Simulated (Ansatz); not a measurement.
Working through a convergence test of the k-point mesh of ZnS, space group F-43m

Program: the Ansatz DFT code, driven from Python.

Notebook, run cell by cell (the value of a cell's last expression is shown):

In [1]:
```python
import ansatz as az
```

In [2]:
```python
cell = (
    az.Lattice.from_parameters(3.821205, 3.821205, 3.821205, alpha=60.0, beta=60.0, gamma=60.0)
    .atom('Zn', [0.25, 0.25, 0.25])
    .atom('S', [0.0, 0.0, 0.0])
)
```

In [3]:
```python
len(cell.resolved().sites)
```
Out [3]:
```text
2
```

In [4]:
```python
calculation = cell.calculation().occupations('fixed').stress()
```

In [5]:
```python
rows = []
for value in [(4, 4, 4), (6, 6, 6), (8, 8, 8), (10, 10, 10)]:
    rep = calculation.kpoints(mesh=value).run(threads=1).report
    rows.append((value, rep['free_energy_ev'] / len(rep['lattice']['sites']), rep['n_iterations'], sum(rep['stress_gpa'][i][i] for i in range(3)) / 3, rep['n_kpoints']))

print('        mesh   F/atom (eV)    iterations       P (GPa)      k-points')
for row in rows:
    print(f'{str(row[0]):>12s}  {row[1]:12.5f}  {row[2]:12d}  {row[3]:12.3f}  {row[4]:12d}')
```
```text
DeckWarning: basis.ecutwfc = 420 eV, auto-derived from the records' recommended cutoffs: set by Zn (normal level)
        mesh   F/atom (eV)    iterations       P (GPa)      k-points
   (4, 4, 4)   -2111.34173             7         1.902             8
   (6, 6, 6)   -2111.36352             6         1.618            16
   (8, 8, 8)   -2111.36495             6         1.600            29
(10, 10, 10)   -2111.36509             6         1.598            47
```

In [6]:
```python
for row in rows[:-1]:
    shift = 1000 * (row[1] - rows[-1][1])
    print(f'{row[0]}: {shift:+.2f} meV/atom' + ('  (within 5 meV)' if abs(shift) < 5 else ''))
```
```text
(4, 4, 4): +23.37 meV/atom
(6, 6, 6): +1.57 meV/atom  (within 5 meV)
(8, 8, 8): +0.14 meV/atom  (within 5 meV)
```

From 6×6×6 on it stays within 5 meV an atom of the value at 10×10×10; the first row (4×4×4) is off by 23.4 meV and the last but one by 0.14 meV. The pressure moves from 1.90 to 1.60 GPa.

Reading the output:
- Of the deposited cell: the entry's cell lengths or inner coordinates differ somewhat from later room-temperature determinations.
- Pressure is positive in compression.
- No functional is typed, so the default, PBE, holds.
- The starting cell is as deposited in a crystallographic database; the results hold for this polymorph, which needn't be the stable one.
- Warnings are shown shortened and without file and line.
- Shifts are counted from the finest mesh, which is itself no proven limit.
- Timing: 5.9 s on 1 thread of Arm Neoverse V1, on a shared host, peak memory 0.36 GiB.
